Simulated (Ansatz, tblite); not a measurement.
# The cluster Mn₆+: one state, many levels

How do method and basis change the picture of the cluster Mn₆+ (multiplicity 24)?

Program: Ansatz 0.2.0, Gaussian basis. Level of theory: as each input shows. These are calculated values, not measurements.

The runs, in order: GFN1-xTB, GFN2-xTB, PBE-D4/def2-TZVP, r2SCAN-D4/def2-TZVP, LDA/def2-TZVP, PBE-D4/def2-SVP, PBE0-D4/def2-SVP, MP2/def2-TZVP, RPA/def2-TZVP.

8 further runs of the same task are left out: 7 that didn't finish, 1 set aside as unsound or not needed. Runs told in other sessions of the task aren't counted.

**1. The geometry**

The multiplicity 24 was relaxed beforehand with PBE0-D4/def2-SVP. It is a higher isomer from a search, not the lowest found.

6 atoms, charge 1, spin multiplicity 24.

Bond lengths: Mn1–Mn2 2.897 Å, Mn1–Mn3 3.052 Å, Mn1–Mn4 2.739 Å, Mn1–Mn6 3.253 Å, Mn2–Mn3 3.053 Å, Mn2–Mn4 2.738 Å, Mn2–Mn5 3.255 Å, Mn3–Mn4 2.763 Å, Mn3–Mn5 3.036 Å, Mn3–Mn6 3.035 Å, Mn4–Mn5 2.980 Å, Mn4–Mn6 2.982 Å. Angles: Mn2–Mn1–Mn3 61.7°, Mn2–Mn1–Mn4 58.1°, Mn2–Mn1–Mn6 108.4°, Mn3–Mn1–Mn4 56.7°, Mn3–Mn1–Mn6 57.4°, Mn4–Mn1–Mn6 58.9°, Mn1–Mn2–Mn3 61.7°, Mn1–Mn2–Mn4 58.1°, Mn1–Mn2–Mn5 108.4°, Mn3–Mn2–Mn4 56.7°, Mn3–Mn2–Mn5 57.4°, Mn4–Mn2–Mn5 58.9°, Mn1–Mn3–Mn2 56.7°, Mn1–Mn3–Mn4 55.9°, Mn1–Mn3–Mn5 110.2°, Mn1–Mn3–Mn6 64.6°, Mn2–Mn3–Mn4 55.9°, Mn2–Mn3–Mn5 64.6° and more.

No spin-orbit coupling is included. The ion is computed in the gas phase, without counter-ions or solvent.

PBE0-D4/def2-TZVP was run before; its log isn't repeated, and its numbers join the tables.

**2. GFN1-xTB**

Tight binding, by tblite at 300 K electronic temperature and without a spin-polarisation term:

```python
tblite.interface.Calculator('GFN1-xTB', numbers, positions, charge=1, uhf=23).singlepoint()
```

Energy -352.8926 eV; 0.19 s.

**3. GFN2-xTB**

Tight binding, by tblite at 300 K electronic temperature and without a spin-polarisation term:

```python
tblite.interface.Calculator('GFN2-xTB', numbers, positions, charge=1, uhf=23).singlepoint()
```

Energy -433.0816 eV; 0.057 s.

**4. PBE-D4/def2-TZVP**

start.molden holds the orbitals of an earlier run on this state, given as this run's starting guess.

File in.yaml:

```yaml
crystal:
  periodic: [false, false, false]
  atoms:
    - {symbol: Mn, position_ang: [1.639951, -1.133740, -1.051413]}
    - {symbol: Mn, position_ang: [-0.854842, -0.085052, -2.084507]}
    - {symbol: Mn, position_ang: [-0.782947, -1.073179, 0.802782]}
    - {symbol: Mn, position_ang: [0.535543, 1.182653, -0.095103]}
    - {symbol: Mn, position_ang: [-2.401521, 1.451897, 0.332665]}
    - {symbol: Mn, position_ang: [1.863817, -0.342578, 2.095576]}
basis:
  gaussian: {orbitals: def2-TZVP, initial_orbitals: start.molden}
total_charge: 1
magnetization: {spin_polarized: true, initial_magnetization: 23}
hamiltonian: {xc: pbe, dispersion: d4}
scf: {omitted_lower_state_checks: [starts]}
output: {forces: true, orbitals: {seedname: orbitals}}
```

Run with:

```bash
$ ansatz run in.yaml --threads 4 --pin off --events-out ev --progress --plain --max-ram 4787MiB
```

After this run come: r2SCAN-D4/def2-TZVP; LDA/def2-TZVP; PBE-D4/def2-SVP; PBE0-D4/def2-SVP; MP2/def2-TZVP; RPA/def2-TZVP.

Q: Predict the results of all the runs planned. Wanted: correlation energy, MP2/def2-TZVP; PBE0 total energy, smallest basis above largest.

The runs gave:

| quantity | value |
| --- | --- |
| correlation energy, MP2/def2-TZVP | -58.53 eV |
| PBE0 total energy, smallest basis above largest | 25.67 eV (def2-SVP, def2-TZVP) |

In words: LDA, PBE-D4, r2SCAN-D4 leave an empty level below a filled one, so this occupation isn't an aufbau state there; left out of the range.
